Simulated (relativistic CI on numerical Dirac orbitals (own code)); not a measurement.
# Lu³⁺: one ion under different settings

How much do the settings matter for Lu³⁺? One ion, several inputs.

Program: relativistic CI on numerical Dirac orbitals (own code) version 3. Level of theory: Dirac-Coulomb-Breit CI, KLI orbitals optimised for each configuration, model QED (radiative potential, 1s self-energy scaled to tabulated hydrogen-like ionisation energies), numerical settings as typed. These are calculated values, not measurements, unless marked.

## Step 1: Starting point

```
ion            : Lu³⁺ (Lu IV)
nuclear charge : 71
electrons      : 68
isotope        : A = 175
```

## Step 2: The usual input

Settings of the run:

```ini
atom Lu  Z=71  charge=3  electrons=68
nucleus A=175  rms_radius_fm=5.3700
hamiltonian dirac-coulomb  breit=on  qed=on  c_scale=1
orbitals kli  potential=per-configuration
slater_scale 1
correlation none
mixing on
grid step=0.0125 r_max=64.9
scf mixing=0.4 start=green max_iterations=150 tolerance=2e-08 node_fill=0.05
configurations
  [Xe] 4f14
  [Xe] 4f13 5d
  [Xe] 4f13 6s
end
```

Started as:

```
$ python run_levels.py task.json out
```

The settings of every run stand in task.json; they run in order.

## Step 3: Breit term off, grid step 0.006, speed-of-light factor 2

Settings of the run:

```ini
atom Lu  Z=71  charge=3  electrons=68
nucleus A=175  rms_radius_fm=5.3700
hamiltonian dirac-coulomb  breit=off  qed=on  c_scale=2
orbitals kli  potential=per-configuration
slater_scale 1
correlation none
mixing on
grid step=0.006 r_max=64.9
scf mixing=0.4 start=green max_iterations=150 tolerance=2e-08 node_fill=0.05
configurations
  [Xe] 4f14
  [Xe] 4f13 5d
  [Xe] 4f13 6s
end
```

## Step 4: Tolerance 1e-10

Settings of the run:

```ini
atom Lu  Z=71  charge=3  electrons=68
nucleus A=175  rms_radius_fm=5.3700
hamiltonian dirac-coulomb  breit=on  qed=on  c_scale=1
orbitals kli  potential=per-configuration
slater_scale 1
correlation none
mixing on
grid step=0.0125 r_max=64.9
scf mixing=0.4 start=green max_iterations=150 tolerance=1e-10 node_fill=0.05
configurations
  [Xe] 4f14
  [Xe] 4f13 5d
  [Xe] 4f13 6s
end
```

## Step 5: Iteration limit 30

Settings: those of step 4 with these lines changed.

```diff
@@ -8,3 +8,3 @@
 grid step=0.0125 r_max=64.9
-scf mixing=0.4 start=green max_iterations=150 tolerance=1e-10 node_fill=0.05
+scf mixing=0.4 start=green max_iterations=30 tolerance=2e-08 node_fill=0.05
 configurations
```

(Steps that only read results are left out.)

What does the calculation give? Wanted: lowest level, usual settings; total energy; first excitation.

As calculated:

| setting | total energy less usual (Ha) | largest shift of a level among the lowest eight of both runs, same label and place (cm⁻¹) | SCF iterations | time | lowest level | kind of change |
| --- | --- | --- | --- | --- | --- | --- |
| usual | 0 | 0 | 40 | 0.33 s | 4f14 1S0 | - |
| Breit term off, grid step 0.006, speed-of-light factor 2 | 540 | 36700 | 41 | 0.61 s | 4f14 1S0 | unphysical constant |
| tolerance 1e-10 | 0 | 0 | 48 | 0.35 s | 4f14 1S0 | numerical |
| iteration limit 30 | 0 | 0 | 40 | 0.32 s | 4f14 1S0 | numerical |

| quantity | value |
| --- | --- |
| lowest level, usual settings | 4f14 1S0 |
| total energy | -14546.1342 Ha |
| first excitation | 65081 cm⁻¹ |

**Reading.** Among the runs whose levels can be followed, they move most under «Breit term off, grid step 0.006, speed-of-light factor 2» (unphysical constant), by up to 36700 cm⁻¹. No visible change in the result comes from «tolerance 1e-10» or «iteration limit 30». Only the listed configurations are in the model. In a near-neutral ion this small CI can misplace whole configurations by 10,000 cm⁻¹ or more, above all where the count of f electrons changes.
